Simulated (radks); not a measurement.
**Taking charge from the 2p level of Al in fractions**

The task here is to estimate one member of a computed series from the others.

The numbers are computed with radks (a radial shooting solver on a logarithmic mesh, Libxc functionals) version 1 (scalar-relativistic Kohn-Sham, r2SCAN, spin-polarised, spherical densities, finite nucleus; open shells are filled with parallel spins first), except any that are marked as measured or tabulated.

## The system

* element: aluminium (Z = 13)
* charge: 0
* electrons: 13
* configuration: [He] 2s2 2p(up 3, down 3) 3s2 3p1
* nuclear rms radius: 3.061 fm

A shell typed twice in an input gives spin up, then spin down.

Set-up of the first run:

The run's settings:

```text
Z 13
configuration [He] 2s2 2p3 2p3 3s2 3p1
relativity scalar-relativistic
functional r2scan,r2scan
spin polarised
nucleus finite rms 3.061 fm
c 137.035999084
```

Among the steps run: Start: [He] 2s2 2p(up 3, down 3) 3s2 3p1.

One of the session's tables, all rows but one given; the rest of the session is left out.

It belongs to the step «Start: [He] 2s2 2p(up 3, down 3) 3s2 3p1». Radial moments (bohr):

| level | <r> | outermost maximum (interpolated) | 90 % within | nodes |
| --- | --- | --- | --- | --- |
| 2s up | 0.6232 | 0.496 | 0.985 | 1 |
| 2s down | 0.6234 | 0.496 | 0.985 | 1 |
| 2p up | 0.6019 | 0.429 | 1.02 | 0 |
| 2p down | 0.6020 | 0.430 | 1.02 | 0 |
| 3s up | 2.591 | 2.12 | 3.98 | 2 |
| 3s down | ? | ? | ? | ? |
| 3p up | 3.367 | 2.65 | 5.30 | 1 |
| 3p down | 3.241 | 2.61 | 5.03 | 1 |

**Question.** Estimate the row for 3s down.

As computed: <r>: 2.548; outermost maximum (interpolated): 2.08; 90 % within: 3.90; nodes: 2. In the column «<r>» it lies between 2s down (0.6234) and 3s up (2.591).
